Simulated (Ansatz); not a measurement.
## Ba2Tl5V3O12 in Ansatz: convergence with k mesh

Input of the first run (k mesh 2 × 2 × 1); the others differ in this setting and in those tied to it:

File input.yaml:

```yaml
crystal:
  lattice:
    - [6.54548, 0.0, 0.0]
    - [0.0, 6.54548, 0.0]
    - [0.0, 0.0, 13.57484]
  atoms:
    - { symbol: Ba, position: [0.5, 0.0, 0.56322] }
    - { symbol: Ba, position: [0.0, 0.5, 0.43678] }
    - { symbol: V, position: [0.0, 0.0, 0.5], spin: 2.0 }
    - { symbol: V, position: [0.0, 0.0, 0.0], spin: 2.0 }
    - { symbol: V, position: [0.5, 0.5, 0.5], spin: 2.0 }
    - { symbol: Tl, position: [0.5, 0.0, 0.0298] }
    - { symbol: Tl, position: [0.0, 0.5, 0.6884] }
    - { symbol: Tl, position: [0.0, 0.5, 0.9702] }
    - { symbol: Tl, position: [0.5, 0.0, 0.3116] }
    - { symbol: Tl, position: [0.5, 0.5, 0.0] }
    - { symbol: O, position: [0.81622, 0.88853, 0.42632] }
    - { symbol: O, position: [0.88853, 0.18378, 0.57368] }
    - { symbol: O, position: [0.11147, 0.81622, 0.57368] }
    - { symbol: O, position: [0.18378, 0.11147, 0.42632] }
    - { symbol: O, position: [0.82276, 0.85849, 0.933] }
    - { symbol: O, position: [0.85849, 0.17724, 0.067] }
    - { symbol: O, position: [0.14151, 0.82276, 0.067] }
    - { symbol: O, position: [0.17724, 0.14151, 0.933] }
    - { symbol: O, position: [0.68323, 0.61113, 0.5741] }
    - { symbol: O, position: [0.61113, 0.31677, 0.4259] }
    - { symbol: O, position: [0.38887, 0.68323, 0.4259] }
    - { symbol: O, position: [0.31677, 0.38887, 0.5741] }
hamiltonian:
  xc: pbe
  pseudopotentials: { kind: paw }
magnetization:
  spin_polarized: true
kpoints:
  mp_grid: { grid: [2, 2, 1] }
scf:
  occupations: { method: fermi_dirac, width: 0.05 }
output:
  forces: true
  stress: true
  eigenvalues: true
```

Potentials or basis: Ansatz PAW.

Run with:

```console
$ ansatz run input.yaml --threads 8 --pin off --max-ram 20480MiB --backend cpu --events-out ev --progress --plain --runs-dir out
```

The cell was built by a generator and needn't be a form met in nature.

Hardware: 8 threads of Intel(R) Xeon(R) Processor @ 2.50GHz (Skylake/Cascade Lake) (shared host).

```
   k mesh  energy less the tightest run, at zero smearing (meV/atom)  pressure (GPa)  largest force (eV/Å)  gap on the mesh (eV)  SCF cycles  CPU time (s)  peak memory (GiB)
2 × 2 × 1                                                       3.30            0.10                 0.045                 0.937          16           100                  2
3 × 3 × 2                                                       0.18            0.00                 0.006                 1.006          15           250                2.7
4 × 4 × 2                                                       0.05           -0.01                 0.003                 0.958          16           490                3.1
5 × 5 × 3                                                       0.02           -0.02                 0.003                 0.976          16           610                3.4
6 × 6 × 3                                                       0.01           -0.02                 0.003                 0.959          16           890                  4
7 × 7 × 4                                                       0.00           -0.02                 0.003                 0.968          16          1900                5.3
```

Against the tightest run, the energy stays within 1 meV/atom from 3 × 3 × 2 on; the pressure stays within 0.1 GPa from 3 × 3 × 2 on; the largest force stays within 0.005 eV/Å from 3 × 3 × 2 on; the gap on the mesh stays within 0.01 eV from 5 × 5 × 3 on. Meshes of other sizes hit other points, so gaps and Fermi surfaces needn't settle smoothly. The tightest run that finished is the yardstick and may itself not be fully converged.

Caveat, for the tightest run too: odd divisions of the mesh miss points on the zone boundary, where band edges often lie, so the gap on the mesh can be too wide; spin-orbit coupling is left out, which as a rule narrows the gap of such compounds by several tenths of an eV; the starting moments weren't kept.
